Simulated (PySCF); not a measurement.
# C4H7ClF2Si: NMR shifts at several levels of theory, part 1 of 2

How much do the NMR shifts of C4H7ClF2Si (`F[Si](F)(CCl)C1CC1`) depend on the level of theory, and what does each level cost?

Programs: PySCF 2.14.0, with density-fitted response routines of our own. Each step states its level of theory. These are calculated values for one molecule in the gas phase, unless marked as measured. Atoms count from 0, in the outputs and in this text.

### Step 1. Starting geometry

15 atoms, charge 0, multiplicity 1; geometry from: GFN2-xTB.

Bonds of the start (Å): F0–Si1 1.61, Si1–F2 1.60, Si1–C3 1.90, C3–Cl4 1.79, Si1–C5 1.87, C5–C6 1.51, C6–C7 1.49, C7–C5 1.51, C3–H8 1.09, C3–H9 1.09, C5–H10 1.09, C6–H11 1.08, C6–H12 1.08, C7–H13 1.08, C7–H14 1.08.

### Step 2. Geometry optimisation at PBE0-D3(BJ)/def2-SVP

The job: settings as JSON, then the geometry in Å.

```
{"job": {"xc": "PBE0", "basis": "def2-SVP", "d3": "d3bj", "grid": 1, "kind": "geom"}, "charge": 0, "multiplicity": 1}
F      0.404910    -1.599870     1.773600
Si     0.139250    -0.328270     0.825470
F      0.593020     0.868530     1.791580
C      1.400800    -0.460580    -0.592020
Cl     1.149010     0.785280    -1.853080
C     -1.668360    -0.214510     0.374130
C     -2.172020    -0.509260    -1.018960
C     -2.202950     0.887570    -0.509690
H      2.416720    -0.322550    -0.224540
H      1.349500    -1.423600    -1.095580
H     -2.338460    -0.520440     1.170940
H     -1.451630    -0.754510    -1.783390
H     -3.101450    -1.050430    -1.108800
H     -1.503820     1.596680    -0.923820
H     -3.154600     1.321790    -0.243820
```

Log:

```text
step   0  E = -1104.98652259  max force = 0.015861
step   1  E = -1104.98938419  max force = 0.002146
step   2  E = -1104.98959452  max force = 0.000834
step   3  E = -1104.98963665  max force = 0.000666
step   4  E = -1104.98967917  max force = 0.000569
step   5  E = -1104.98970547  max force = 0.000673
step   6  E = -1104.98972598  max force = 0.000744
step   7  E = -1104.98973543  max force = 0.000694
step   8  E = -1104.98974371  max force = 0.000418
optimisation converged
```

Wall time 93 s (8 threads of Intel Xeon at 2.70GHz, shared host).

Relaxation path:

```
step  energy from step 0 (eV)  largest force component (eV/Å)
   0                   0.0000                          0.8156
   1                  -0.0779                          0.1104
   2                  -0.0836                          0.0429
   3                  -0.0847                          0.0342
   4                  -0.0859                          0.0293
   5                  -0.0866                          0.0346
   6                  -0.0872                          0.0383
   7                  -0.0874                          0.0357
   8                  -0.0877                          0.0215
```

Close pairs (by a distance rule), those that changed most:

```
  bond  before (Å)  after (Å)  change (Å)
Si1–C5       1.867      1.834      -0.033
Si1–C3       1.902      1.872      -0.030
C6–H11       1.079      1.094      +0.016
C7–H13       1.078      1.093      +0.015
C7–H14       1.079      1.093      +0.014
C6–H12       1.079      1.093      +0.014
Si1–F2       1.604      1.617      +0.014
F0–Si1       1.608      1.622      +0.013
```

The next job starts from the end point, and lists it.

```
                         at the end point                value
  point group (found at 0.08 Å tolerance)                   C1
rotational constants (GHz, main isotopes)  1.481, 1.278, 0.895
                        dipole moment (D)                 2.00
```

### Step 3. Nuclear shieldings: PBE0/pcSseg-2

The job: settings as JSON, then the geometry in Å.

```
{"job": {"kind": "nmr", "xc": "PBE0", "basis": "pcSseg-2", "pop": false}, "charge": 0, "multiplicity": 1}
F      0.429702    -1.528434     1.803149
Si     0.166861    -0.265733     0.820174
F      0.635263     1.031968     1.664180
C      1.348668    -0.473055    -0.616744
Cl     1.099152     0.831076    -1.823318
C     -1.615502    -0.194734     0.395381
C     -2.125103    -0.543187    -0.989494
C     -2.224084     0.858636    -0.501767
H      2.393831    -0.423037    -0.277996
H      1.201294    -1.437323    -1.124816
H     -2.255586    -0.528505     1.221318
H     -1.393901    -0.750079    -1.776835
H     -3.033893    -1.147727    -1.049009
H     -1.561210     1.602928    -0.950472
H     -3.205573     1.243036    -0.211731
```

Method: GIAO PBE0/pcSseg-2 NMR shielding, non-relativistic, gas phase.

Log:

```text
coarse grid: 14104 points
cycle   1  E = -1105.5659252845  dE =  8.469e-01  |g| = 7.923e-01  |ddm| = 2.818e+00
cycle   2  E = -1105.4576412733  dE =  1.083e-01  |g| = 1.187e+00  |ddm| = 1.055e+00
cycle   3  E = -1105.6706322872  dE = -2.130e-01  |g| = 8.282e-02  |ddm| = 6.235e-01
cycle   4  E = -1105.6717512658  dE = -1.119e-03  |g| = 4.092e-02  |ddm| = 8.099e-02
cycle   5  E = -1105.6721199768  dE = -3.687e-04  |g| = 7.578e-03  |ddm| = 3.103e-02
cycle   6  E = -1105.6721319141  dE = -1.194e-05  |g| = 1.976e-03  |ddm| = 7.924e-03
cycle   7  E = -1105.6721326285  dE = -7.144e-07  |g| = 4.559e-04  |ddm| = 2.222e-03
final grid: 129320 points
cycle   8  E = -1105.6781092334  dE = -1.126e-04  |g| = 8.389e-03  |ddm| = 3.992e-02
cycle   9  E = -1105.6781033370  dE =  5.896e-06  |g| = 9.288e-03  |ddm| = 1.161e-02
cycle  10  E = -1105.6781237585  dE = -2.042e-05  |g| = 1.025e-03  |ddm| = 6.629e-03
cycle  11  E = -1105.6781239352  dE = -1.767e-07  |g| = 2.983e-04  |ddm| = 9.488e-04
cycle  12  E = -1105.6781239490  dE = -1.386e-08  |g| = 1.141e-04  |ddm| = 2.489e-04
cycle  13  E = -1105.6781239510  dE = -1.988e-09  |g| = 2.204e-05  |ddm| = 6.927e-05
cycle  14  E = -1105.6781239511  dE = -1.046e-10  |g| = 4.465e-06  |ddm| = 2.151e-05
converged SCF energy = -1105.6781239511

GIAO shielding tensors (ppm)
atom      isotropic    diamagn.    paramagn.     s11        s22        s33       span
  0 F      318.340     467.262    -148.922    257.431    328.397    369.191    111.760
  1 Si     351.397     876.031    -524.634    296.801    340.957    416.433    119.632
  2 F      325.595     468.514    -142.918    268.556    323.561    384.669    116.113
  3 C      154.887     246.537     -91.650    136.236    140.878    187.548     51.312
  4 Cl     946.194    1147.619    -201.424    829.440    902.813   1106.330    276.890
  5 C      189.197     251.769     -62.572    153.008    179.607    234.976     81.968
  6 C      180.941     249.521     -68.580    154.047    174.619    214.157     60.110
  7 C      179.366     249.486     -70.120    149.774    172.994    215.330     65.556
  8 H       28.372      28.716      -0.345     22.560     27.245     35.310     12.750
  9 H       28.401      30.166      -1.765     24.396     26.762     34.044      9.648
 10 H       31.367      30.051       1.316     24.054     27.596     42.452     18.399
 11 H       30.375      31.880      -1.504     23.357     28.944     38.825     15.467
 12 H       30.406      28.428       1.978     24.279     25.661     41.279     17.001
 13 H       30.096      31.616      -1.519     23.038     28.722     38.529     15.491
 14 H       30.426      28.145       2.281     24.329     25.571     41.377     17.048
```

It took 1.8 min on 8 threads of Intel Xeon at 2.70GHz, shared host.

Shifts follow as δ = σ(reference) − σ, with reference shieldings (ppm) from runs at the same level and on the same kind of geometry: 1H TMS 31.25, 13C TMS 184.1, 29Si TMS 341.3, 19F CFCl3 175.8, 35Cl HCl 941. The references are single molecules in the gas phase, so shifts against H2O, NH3, PH3, H3PO4 or CFCl3 are not on the usual liquid scales and can be off by tens of ppm. Atoms listed in one row are averaged.

```
   atoms                                 environment  σ (ppm)  δ (ppm)
      C3                 sp3 CH2 bonded to Cl and Si    154.9     29.2
  C6, C7                  three-membered-ring carbon    180.2      4.0
      C5                  three-membered-ring carbon    189.2     -5.1
  H8, H9  hydrogen on an sp3 CH2 bonded to Cl and Si    28.39     2.86
H11, H13    hydrogen on a three-membered-ring carbon    30.24     1.01
H12, H14    hydrogen on a three-membered-ring carbon    30.42     0.83
     H10    hydrogen on a three-membered-ring carbon    31.37    -0.12
  F0, F2                       fluorine bonded to Si    322.0   -146.2
     Si1                  silicon bonded to 2 C, 2 F    351.4    -10.1
     Cl4                        chlorine bonded to C      946       -5
```

Ring of atoms C5, C6, C7: NICS(0) -45.1, NICS(1) -8.9, NICS(1)zz -27.5 ppm (means of both faces). The ring holds saturated atoms, so no π current runs round it: these values come from its σ bonds, any local π bonds and neighbouring rings, and say nothing of aromaticity.

In rings of three or four atoms NICS is ruled by the nearby σ bonds, so it says little on aromaticity.

### Step 4. NMR shieldings: PBE/pcSseg-2

Settings changed since step 3:

```diff
@@ -1,2 +1,2 @@
-{"job": {"kind": "nmr", "xc": "PBE0", "basis": "pcSseg-2", "pop": false}, "charge": 0, "multiplicity": 1}
+{"job": {"kind": "nmr", "xc": "PBE", "basis": "pcSseg-2", "pop": false}, "charge": 0, "multiplicity": 1}
 F      0.429702    -1.528434     1.803149
```

With the program's defaults for keys left out, this is: GIAO PBE/pcSseg-2 NMR shielding, non-relativistic, gas phase.

Log:

```text
coarse grid: 14104 points
cycle   1  E = -1105.4321347744  dE =  7.259e-01  |g| = 9.270e-01  |ddm| = 2.869e+00
cycle   2  E = -1105.0464014326  dE =  3.857e-01  |g| = 1.801e+00  |ddm| = 1.635e+00
cycle   3  E = -1105.5813806849  dE = -5.350e-01  |g| = 1.797e-01  |ddm| = 1.139e+00
cycle   4  E = -1105.5871331194  dE = -5.752e-03  |g| = 7.693e-02  |ddm| = 1.703e-01
cycle   5  E = -1105.5883432960  dE = -1.210e-03  |g| = 1.977e-02  |ddm| = 5.921e-02
cycle   6  E = -1105.5884242567  dE = -8.096e-05  |g| = 5.868e-03  |ddm| = 2.319e-02
cycle   7  E = -1105.5884305264  dE = -6.270e-06  |g| = 2.341e-03  |ddm| = 7.025e-03
final grid: 129320 points
cycle   8  E = -1105.5970560856  dE = -1.630e-04  |g| = 1.397e-02  |ddm| = 5.663e-02
cycle   9  E = -1105.5969772257  dE =  7.886e-05  |g| = 2.219e-02  |ddm| = 2.506e-02
cycle  10  E = -1105.5970985912  dE = -1.214e-04  |g| = 2.721e-03  |ddm| = 1.646e-02
cycle  11  E = -1105.5970996620  dE = -1.071e-06  |g| = 1.080e-03  |ddm| = 2.205e-03
cycle  12  E = -1105.5970998309  dE = -1.688e-07  |g| = 1.854e-04  |ddm| = 5.704e-04
cycle  13  E = -1105.5970998374  dE = -6.535e-09  |g| = 6.166e-05  |ddm| = 2.069e-04
cycle  14  E = -1105.5970998382  dE = -8.222e-10  |g| = 1.952e-05  |ddm| = 5.740e-05
converged SCF energy = -1105.5970998382

GIAO shielding tensors (ppm)
atom      isotropic    diamagn.    paramagn.     s11        s22        s33       span
  0 F      301.759     466.989    -165.230    237.881    313.261    354.135    116.253
  1 Si     333.561     876.453    -542.891    279.305    327.520    393.859    114.554
  2 F      310.164     468.391    -158.227    249.740    308.707    372.045    122.305
  3 C      148.717     246.962     -98.244    129.226    134.329    182.596     53.369
  4 Cl     918.384    1147.575    -229.190    791.708    863.845   1099.600    307.892
  5 C      182.431     251.489     -69.059    145.904    172.409    228.980     83.077
  6 C      175.454     249.210     -73.756    148.589    169.123    208.650     60.061
  7 C      173.682     249.191     -75.509    143.675    167.286    210.086     66.411
  8 H       28.241      28.851      -0.610     22.526     27.297     34.901     12.374
  9 H       28.217      30.235      -2.019     24.300     26.770     33.580      9.280
 10 H       31.216      30.246       0.971     24.181     27.669     41.799     17.618
 11 H       30.258      31.735      -1.477     23.434     28.982     38.356     14.922
 12 H       30.326      28.717       1.609     24.388     25.828     40.761     16.373
 13 H       29.997      31.538      -1.542     23.132     28.799     38.058     14.926
 14 H       30.344      28.458       1.886     24.419     25.733     40.880     16.460
```

It took 66 s on 8 threads of Intel Xeon at 2.70GHz, shared host.

In short: δ C3 30.7, C6 4.8, C5 -3.0, F0 -163.0, H8 2.95, H11 1.05 ppm (means over like atoms).

(Continued in part 2 of 2.)
